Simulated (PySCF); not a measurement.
# H8NO5P: the cost of one run

Programs: tblite 0.8.0 and PySCF 2.14.0. All values are calculated, for the isolated system unless a continuum is named. Atoms count from 0, parts from 1.

9 further runs of the same task are left out: 9 set aside as unsound or not needed.

## 1. The system as given

15 atoms, charge 0, multiplicity 1; geometry: GFN2-xTB. Parts: 1 = atoms 0–4, `[NH4+]`, charge 1; 2 = atoms 5–11, `O=P([O-])(O)O`, charge -1; 3 = atoms 12–14, `O`, charge 0. In the given geometry H2 has moved to O9 of another part (1.00 Å), so values for the parts refer to these atom groups.

## 2. NMR shieldings: PBE0/pcSseg-1

The job: settings as JSON, then the geometry in Å.

```
{"job": {"kind": "nmr", "xc": "PBE0", "basis": "pcSseg-1", "pop": false, "iso": false}, "charge": 0, "multiplicity": 1, "parts": [{"atoms": "0-4", "charge": 1, "multiplicity": 1}, {"atoms": "5-11", "charge": -1, "multiplicity": 1}, {"atoms": "12-14", "charge": 0, "multiplicity": 1}]}
N      0.021680    -0.394250     0.105950
H      0.223670    -1.385460     0.103560
H     -1.445300     0.021220    -0.547940
H      0.330150    -0.004400     0.987020
H      0.548290     0.040680    -0.645440
O     -2.273790     2.643210    -2.086280
P     -1.594430     1.221150    -2.295510
O     -0.121390     1.266640    -2.368430
O     -2.256780     0.648830    -3.625890
O     -2.188520     0.327920    -1.144130
H     -1.620660     3.337030    -2.305960
H     -3.209180     0.626370    -3.543980
O     -0.015280     3.980990    -2.667970
H      0.241020     3.045990    -2.763940
H      0.499320     4.327710    -1.936130
```

Method: GIAO PBE0/pcSseg-1 NMR shielding, non-relativistic, gas phase.

Started as:

```console
> OMP_NUM_THREADS=1 python cluster_run.py task.json out
```

This one command runs all jobs of the session in turn.

Q: Estimate the wall time and peak memory of this first job on 1 thread of Arm Neoverse V1, shared host.

About 18 s, with a peak of 0.76 GiB.
